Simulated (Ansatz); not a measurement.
# Sn2Ge25: the cost of one run

Method: DFT PBEsol, scalar-relativistic, plane waves, PAW, and further levels as typed in the inputs, in Ansatz 0.2.0.

## 1. The starting structure

The structure is monoclinic, space group Cm (No. 8). Conventional cell: a = 21.015 Å, b = 12.133 Å, c = 12.133 Å, α = 90.00°, β = 125.26°, γ = 90.00°. Ge (site symmetry m) has 4 Ge at 2.48 Å as nearest neighbours. Around Ge (site symmetry 1) lie 4 Ge at 2.48 Å. Sn (site symmetry 1) is surrounded by 4 Ge at 2.48 Å. Ge (site symmetry m) has 3 Ge at 2.48 Å and 1 Sn at 2.48 Å as nearest neighbours. Ge (site symmetry 1) is surrounded by 3 Ge at 2.48 Å and 1 Sn at 2.48 Å. Only part of the 36 independent sites is listed.

As a file:

```
Ge Sn
1.0
     0.00000    8.57933    8.57933
     8.57933    0.00000    8.57933
     8.57933    8.57933    0.00000
Ge Sn
50 4
Direct
  0.00000 0.00000 0.00000
  0.00000 0.00000 0.33333
  0.00000 0.00000 0.66667
  0.00000 0.33333 0.33333
  0.00000 0.66667 0.00000
  0.00000 0.66667 0.33333
  0.00000 0.66667 0.66667
  0.08333 0.08333 0.08333
  0.08333 0.08333 0.41667
  0.08333 0.08333 0.75000
  0.08333 0.41667 0.08333
  0.08333 0.41667 0.41667
  0.08333 0.41667 0.75000
  0.08333 0.75000 0.08333
  0.08333 0.75000 0.41667
  0.08333 0.75000 0.75000
  0.33333 0.00000 0.00000
  0.33333 0.00000 0.33333
  0.33333 0.00000 0.66667
  0.33333 0.33333 0.00000
  0.33333 0.33333 0.33333
  0.33333 0.66667 0.00000
  0.33333 0.66667 0.33333
  0.33333 0.66667 0.66667
  0.41667 0.08333 0.08333
  0.41667 0.08333 0.41667
  0.41667 0.08333 0.75000
  0.41667 0.41667 0.08333
  0.41667 0.41667 0.41667
  0.41667 0.41667 0.75000
  0.41667 0.75000 0.08333
  0.41667 0.75000 0.41667
  0.41667 0.75000 0.75000
  0.66667 0.00000 0.00000
  0.66667 0.00000 0.33333
  0.66667 0.00000 0.66667
  0.66667 0.33333 0.00000
  0.66667 0.33333 0.33333
  0.66667 0.33333 0.66667
  0.66667 0.66667 0.00000
  0.66667 0.66667 0.33333
  0.66667 0.66667 0.66667
  0.75000 0.08333 0.08333
  0.75000 0.08333 0.41667
  0.75000 0.08333 0.75000
  0.75000 0.41667 0.08333
  0.75000 0.41667 0.41667
  0.75000 0.41667 0.75000
  0.75000 0.75000 0.08333
  0.75000 0.75000 0.41667
  0.00000 0.33333 0.00000
  0.00000 0.33333 0.66667
  0.33333 0.33333 0.66667
  0.75000 0.75000 0.75000
```

## 2. Relaxing the atoms: Sn2Ge25, no spin

input.yaml

```yaml
crystal:
  lattice:
    - [0.0, 8.579334, 8.579334]
    - [8.579334, 0.0, 8.579334]
    - [8.579334, 8.579334, 0.0]
  atoms:
    - { symbol: Ge, position: [0.0, 0.0, 0.0] }
    - { symbol: Ge, position: [0.0, 0.0, 0.33333333] }
    - { symbol: Ge, position: [0.0, 0.0, 0.66666667] }
    - { symbol: Sn, position: [0.0, 0.33333333, 0.0] }
    - { symbol: Ge, position: [0.0, 0.33333333, 0.33333333] }
    - { symbol: Sn, position: [0.0, 0.33333333, 0.66666667] }
    - { symbol: Ge, position: [0.0, 0.66666667, 0.0] }
    - { symbol: Ge, position: [0.0, 0.66666667, 0.33333333] }
    - { symbol: Ge, position: [0.0, 0.66666667, 0.66666667] }
    - { symbol: Ge, position: [0.08333333, 0.08333333, 0.08333333] }
    - { symbol: Ge, position: [0.08333333, 0.08333333, 0.41666667] }
    - { symbol: Ge, position: [0.08333333, 0.08333333, 0.75] }
    - { symbol: Ge, position: [0.08333333, 0.41666667, 0.08333333] }
    - { symbol: Ge, position: [0.08333333, 0.41666667, 0.41666667] }
    - { symbol: Ge, position: [0.08333333, 0.41666667, 0.75] }
    - { symbol: Ge, position: [0.08333333, 0.75, 0.08333333] }
    - { symbol: Ge, position: [0.08333333, 0.75, 0.41666667] }
    - { symbol: Ge, position: [0.08333333, 0.75, 0.75] }
    - { symbol: Ge, position: [0.33333333, 0.0, 0.0] }
    - { symbol: Ge, position: [0.33333333, 0.0, 0.33333333] }
    - { symbol: Ge, position: [0.33333333, 0.0, 0.66666667] }
    - { symbol: Ge, position: [0.33333333, 0.33333333, 0.0] }
    - { symbol: Ge, position: [0.33333333, 0.33333333, 0.33333333] }
    - { symbol: Sn, position: [0.33333333, 0.33333333, 0.66666667] }
    - { symbol: Ge, position: [0.33333333, 0.66666667, 0.0] }
    - { symbol: Ge, position: [0.33333333, 0.66666667, 0.33333333] }
    - { symbol: Ge, position: [0.33333333, 0.66666667, 0.66666667] }
    - { symbol: Ge, position: [0.41666667, 0.08333333, 0.08333333] }
    - { symbol: Ge, position: [0.41666667, 0.08333333, 0.41666667] }
    - { symbol: Ge, position: [0.41666667, 0.08333333, 0.75] }
    - { symbol: Ge, position: [0.41666667, 0.41666667, 0.08333333] }
    - { symbol: Ge, position: [0.41666667, 0.41666667, 0.41666667] }
    - { symbol: Ge, position: [0.41666667, 0.41666667, 0.75] }
    - { symbol: Ge, position: [0.41666667, 0.75, 0.08333333] }
    - { symbol: Ge, position: [0.41666667, 0.75, 0.41666667] }
    - { symbol: Ge, position: [0.41666667, 0.75, 0.75] }
    - { symbol: Ge, position: [0.66666667, 0.0, 0.0] }
    - { symbol: Ge, position: [0.66666667, 0.0, 0.33333333] }
    - { symbol: Ge, position: [0.66666667, 0.0, 0.66666667] }
    - { symbol: Ge, position: [0.66666667, 0.33333333, 0.0] }
    - { symbol: Ge, position: [0.66666667, 0.33333333, 0.33333333] }
    - { symbol: Ge, position: [0.66666667, 0.33333333, 0.66666667] }
    - { symbol: Ge, position: [0.66666667, 0.66666667, 0.0] }
    - { symbol: Ge, position: [0.66666667, 0.66666667, 0.33333333] }
    - { symbol: Ge, position: [0.66666667, 0.66666667, 0.66666667] }
    - { symbol: Ge, position: [0.75, 0.08333333, 0.08333333] }
    - { symbol: Ge, position: [0.75, 0.08333333, 0.41666667] }
    - { symbol: Ge, position: [0.75, 0.08333333, 0.75] }
    - { symbol: Ge, position: [0.75, 0.41666667, 0.08333333] }
    - { symbol: Ge, position: [0.75, 0.41666667, 0.41666667] }
    - { symbol: Ge, position: [0.75, 0.41666667, 0.75] }
    - { symbol: Ge, position: [0.75, 0.75, 0.08333333] }
    - { symbol: Ge, position: [0.75, 0.75, 0.41666667] }
    - { symbol: Sn, position: [0.75, 0.75, 0.75] }
scf:
  occupations: { method: gaussian, width: 0.03 }
output:
  forces: true
  stress: true
hamiltonian:
  xc: pbesol
kpoints:
  mp_grid: { grid: [2, 2, 2] }
relax:
  f_tol: 0.005
```

Started as:

```console
ansatz run input.yaml --threads 12 --pin off --max-ram 24576MiB --backend cpu --events-out ev --progress --plain --runs-dir out
```

Q: Estimate wall time and peak memory on 12 threads of Intel Xeon Gold 6455B (Sapphire Rapids), shared host.

About 80 s, with a peak of 14 GiB.
